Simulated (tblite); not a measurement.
# C5H6BNS: the cost of one run

Programs: tblite 0.8.0 and PySCF 2.14.0, with density-fitted response routines of our own. Each step states its level of theory. These are calculated values for one molecule in the gas phase, unless marked as measured. Atoms count from 0, in the outputs and in this text.

**1. The molecule as given**

14 atoms, charge 0, multiplicity 1; geometry from: force field or distance geometry start.

Bonds of the start (Å): C0–C1 1.20, C1–B2 1.56, B2–C3 1.60, C3–C4 1.45, C4–N5 1.18, B2–S6 1.90, S6–C7 1.81, C0–H8 1.06, C3–H9 1.12, C3–H10 1.12, C7–H11 1.12, C7–H12 1.12, C7–H13 1.12.

**2. Optimising the geometry with GFN2-xTB**

What the job is given:

```
{"job": {"kind": "relax", "xc": "GFN2-xTB", "basis": "xTB"}, "charge": 0, "multiplicity": 1}
C     -1.480900     2.068300     1.457100
C     -0.928100     1.172500     0.874000
B     -0.182300     0.000200     0.160900
C     -1.119500    -1.273000    -0.104600
C     -2.449700    -0.887000    -0.546800
N     -3.515200    -0.550400    -0.920900
S      1.131400     0.424000    -1.137900
C      2.797500     0.055300    -0.529100
H     -1.990200     2.853300     1.964200
H     -0.601100    -1.922900    -0.850700
H     -1.219000    -1.858000     0.850600
H      3.405300    -0.374700    -1.371800
H      2.800100    -0.672700     0.315800
H      3.351100     0.964600    -0.183000
```

Launch:

```
> OMP_NUM_THREADS=1 python probes_run.py task.json out
```

This one command runs all jobs of the session in turn.

Q: Estimate the wall time of this first job on 1 thread of Arm Neoverse N1, shared host.

About 1.4 s.
